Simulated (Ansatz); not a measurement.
## NiMoIrPdW in Ansatz: the effect of Hubbard term

Crystal: NiMoIrPdW.

```
Ni Mo Pd Ir W
1.0
     4.14670    0.00000    0.00000
    -2.07335    3.59115    0.00000
     0.00000    0.00000    5.41629
Ni Mo Pd Ir W
1 1 1 1 1
Direct
  0.00000 0.00000 0.02221
  0.66667 0.33333 0.45996
  0.33333 0.66667 0.74601
  0.33333 0.66667 0.25641
  0.66667 0.33333 0.99985
```

The cell was built by a generator and needn't be a form met in nature.

Alike in all runs:

| Property | Result |
| --- | --- |
| Program | Ansatz 0.2.0 |
| Task | projected density of states |
| Functional | PBE |
| Potentials or basis | Ansatz PAW |
| Cutoff | 420 eV (not typed: the program's choice for these potentials) |
| k mesh | 7 × 7 × 5 |
| Occupations | fermi-dirac, width 0.05 eV |
| Spin | collinear spin, ferromagnetic start |
| Starting moments | [1.0, 1.0, 0.0, 0.6, 0.0] μB |
| Hubbard projectors | ortho-atomic (the default) |
| Double counting | fll (the default) |

```csv
Hubbard term,pressure (GPa),moment (μB),largest force (eV/Å)
"Ir d U = 2 eV, Mo d U = 2 eV, Ni d U = 2 eV, Pd d U = 2 eV, W d U = 2 eV",0.3,0.00,0.14
"Ir d U = 4 eV, Mo d U = 4 eV, Ni d U = 4 eV, Pd d U = 4 eV, W d U = 4 eV",10.7,1.50,2.44
"Ir d U = 6 eV, Mo d U = 6 eV, Ni d U = 6 eV, Pd d U = 6 eV, W d U = 6 eV",?,?,?
```

**Question.** What does the run with Hubbard term Ir d U = 6 eV, Mo d U = 6 eV, Ni d U = 6 eV, Pd d U = 6 eV, W d U = 6 eV give?

**Answer.** Pressure 31.3 GPa; moment 2.05 μB; largest force 3.66 eV/Å.

Caveats: the magnetic or orbital state may not be the lowest; the U is typed as a test and isn't derived for this compound; the starting moments weren't kept (some runs); forces of over 1 eV/Å show positions far from the minimum, so gaps and moduli don't describe the material at rest (some runs); a pressure of tens of GPa on the cell as given is suspect, and the run, the potentials or the cell itself is likely at fault (some runs).
